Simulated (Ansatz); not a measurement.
# TiSi3Ni3Sn: the cost of one run

Method: DFT PBE, scalar-relativistic, plane waves, PAW, in Ansatz 0.2.0.

**1. Starting point**

The cell holds 16 atoms (Ni6Si6Sn2Ti2): a = 6.248 Å, b = 6.323 Å, c = 6.435 Å, α = 90.67°, β = 89.37°, γ = 91.20°.

6 Si, 6 Ni, 2 Sn, 2 Ti were thrown into a skewed cell at random, at 1.00 times a reference volume of the solid, and pushed apart as soft spheres.

Coordinates:

```xyz
16
Lattice="6.2480 -0.0655 0.0346 -0.0655 6.3228 -0.0373 0.0346 -0.0373 6.4352" Properties=species:S:1:pos:R:3 pbc="T T T"
Si    4.7412    4.9836    3.2753
Si    2.4744    4.2821    4.4139
Si    0.8870    0.7521    6.1681
Si    0.4607    5.6617    4.1491
Si    1.6515    1.5948    1.6434
Si    1.0891    4.6619    0.1751
Ni    5.5517    3.7014    5.4048
Ni    5.2487    2.1570    1.0918
Ni    3.3367    3.0478    2.3994
Ni    6.1520   -0.0440    1.8593
Ni    2.2881    5.7569    2.5887
Ni    1.6992    1.3694    4.0320
Sn    0.5989    3.5067    2.8894
Sn    3.0246    2.5498    6.1319
Ti    3.7493    5.6967    6.4027
Ti    4.9259    1.2531    4.0935
```

**2. Dynamics at 2300 K**

The cutoff is lowered while the worst contacts of the packing are taken out. One k point, a Fermi-Dirac width of 0.198 eV and a fixed cell.

File input.yaml:

```yaml
crystal:
  lattice:
    - [6.247967, -0.065545, 0.034649]
    - [-0.065545, 6.322786, -0.037293]
    - [0.034649, -0.037293, 6.435201]
  atoms:
    - { symbol: Si, position: [0.7644025888, 0.799128347, 0.5094801399] }
    - { symbol: Si, position: [0.3994045649, 0.6854473322, 0.6877147995] }
    - { symbol: Si, position: [0.1379804971, 0.1260337855, 0.9584748217] }
    - { symbol: Si, position: [0.0795718766, 0.9000979032, 0.6495428792] }
    - { symbol: Si, position: [0.26560715, 0.2564838773, 0.2554346338] }
    - { symbol: Si, position: [0.181906347, 0.7393789644, 0.0305190912] }
    - { symbol: Ni, position: [0.8902050504, 0.5995771456, 0.8385598751] }
    - { symbol: Ni, position: [0.8428211979, 0.3508759075, 0.1671521394] }
    - { symbol: Ni, position: [0.5371110762, 0.4897980457, 0.3728092198] }
    - { symbol: Ni, position: [0.9831159712, 0.0049088365, 0.2836636195] }
    - { symbol: Ni, position: [0.3735806151, 0.9167592033, 0.4055692601] }
    - { symbol: Ni, position: [0.2708213494, 0.2230802373, 0.6263823216] }
    - { symbol: Sn, position: [0.0992146554, 0.5583015722, 0.451708135] }
    - { symbol: Sn, position: [0.4831583585, 0.4139060588, 0.9526633542] }
    - { symbol: Ti, position: [0.6041265367, 0.9131297306, 0.9969843057] }
    - { symbol: Ti, position: [0.7870936423, 0.2100855949, 0.6330976578] }
  symmetry: { detect: false }
basis:
  ecutwfc: 320
  xc_grid: 1
kpoints:
  mp_grid: { grid: [1, 1, 1], shift: [0.25, 0.25, 0.25] }
hamiltonian:
  xc: pbe
scf:
  occupations: { method: fermi_dirac, width: 0.1982 }
  lower_state_search: "off"
  convergence: { dr2_threshold: 1.0e-05 }
output:
  forces: true
  stress: true
md:
  timestep: 3.0
  n_steps: 24
  ensemble: nvt_langevin
  friction: 0.03
  temperature: 2300.0
  initial_velocities: maxwell_boltzmann
  seed: 28789
```

Run with:

```sh
$ ansatz run input.yaml --threads 2 --pin off --max-ram 5120MiB --backend cpu --events-out ev --progress --plain --runs-dir out
```

**Question.** How long does this run take on 2 threads of Arm Neoverse V1, shared host, and how much memory does it need?

About 40 s, with a peak of 0.45 GiB.
